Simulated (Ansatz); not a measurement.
**C₂H₆ClNSn: basis-set convergence**

The task here is to estimate one member of a computed series from the others.

Computed with Ansatz 0.2.0, Gaussian basis. Level: one geometry, several basis sets.

Levels to be run: PBE0-D4/def2-SVP; ωB97M-V/def2-SVP; PBE0-D4/def2-QZVPP; ωB97M-V/def2-QZVPP; the functionals' def2-TZVPP values are taken from earlier runs.

1 further run of the same task is left out (for a known fault of the program).

**The geometry**

An earlier PBE0-D4 in a triple-zeta def2 set relaxation fixed the geometry. Sn takes the def2 core potential; no spin-orbit term is included.

SMILES `C[N](C)[Sn][Cl]`, 11 atoms, charge 0, spin multiplicity 1.

Atoms are counted from 1 here; the program's logs count them from 0.

Bond lengths: C1–N2 1.442 Å, C1–H6 1.095 Å, C1–H7 1.099 Å, C1–H8 1.099 Å, N2–C3 1.440 Å, N2–Sn4 2.021 Å, C3–H9 1.090 Å, C3–H10 1.099 Å, C3–H11 1.099 Å, Sn4–Cl5 2.391 Å. Angles: N2–C1–H6 111.0°, N2–C1–H7 111.6°, N2–C1–H8 111.6°, H6–C1–H7 107.6°, H6–C1–H8 107.6°, H7–C1–H8 107.3°, C1–N2–C3 112.8°, C1–N2–Sn4 118.4°, C3–N2–Sn4 128.8°, N2–C3–H9 110.7°, N2–C3–H10 111.0°, N2–C3–H11 111.0°, H9–C3–H10 108.4°, H9–C3–H11 108.4°, H10–C3–H11 107.2°, N2–Sn4–Cl5 96.9°.

The first run:

in.yaml

```yaml
crystal:
  periodic: [false, false, false]
  atoms:
    - {symbol: C, position_ang: [-0.881341, -0.236176, 1.148087]}
    - {symbol: N, position_ang: [-0.278242, 0.143246, -0.105469]}
    - {symbol: C, position_ang: [1.093788, -0.278601, -0.215924]}
    - {symbol: Sn, position_ang: [-1.402070, 1.158547, -1.444126]}
    - {symbol: Cl, position_ang: [0.280559, 1.368138, -3.130131]}
    - {symbol: H, position_ang: [-1.922886, 0.098838, 1.200525]}
    - {symbol: H, position_ang: [-0.347606, 0.203172, 2.002372]}
    - {symbol: H, position_ang: [-0.875729, -1.326517, 1.285302]}
    - {symbol: H, position_ang: [1.514062, 0.025675, -1.174215]}
    - {symbol: H, position_ang: [1.178390, -1.371251, -0.131441]}
    - {symbol: H, position_ang: [1.706278, 0.157929, 0.585620]}
basis:
  gaussian: {orbitals: def2-SVP}
hamiltonian: {xc: pbe0, dispersion: d4}
output: {orbitals: {seedname: orbitals}}
```

On the command line:

```sh
> ansatz run in.yaml --threads 4 --pin off --events-out ev --progress --plain --max-ram 10444MiB
```

Steps of the session up to this table: PBE0-D4 in def2-SVP; ωB97M-V in def2-SVP; PBE0-D4 in def2-QZVPP; ωB97M-V in def2-QZVPP.

One table of the session follows, with a row left open; its other results are not shown here.

It belongs to the step «Functionals by basis». 

| functional | basis | HOMO (eV) | LUMO (eV) |
| --- | --- | --- | --- |
| PBE0-D4 | def2-SVP | -6.56 | -1.94 |
| PBE0-D4 | def2-TZVPP | -6.63 | -2.07 |
| PBE0-D4 | def2-QZVPP | -6.65 | -2.10 |
| ωB97M-V | def2-SVP | -8.73 | -0.19 |
| ωB97M-V | def2-TZVPP | ? | ? |
| ωB97M-V | def2-QZVPP | -8.86 | -0.47 |

Q: Estimate the row for ωB97M-V, def2-TZVPP from the others.

As computed: HOMO (eV): -8.83; LUMO (eV): -0.41. In the column «HOMO (eV)» it lies between ωB97M-V, def2-QZVPP (-8.86) and ωB97M-V, def2-SVP (-8.73).
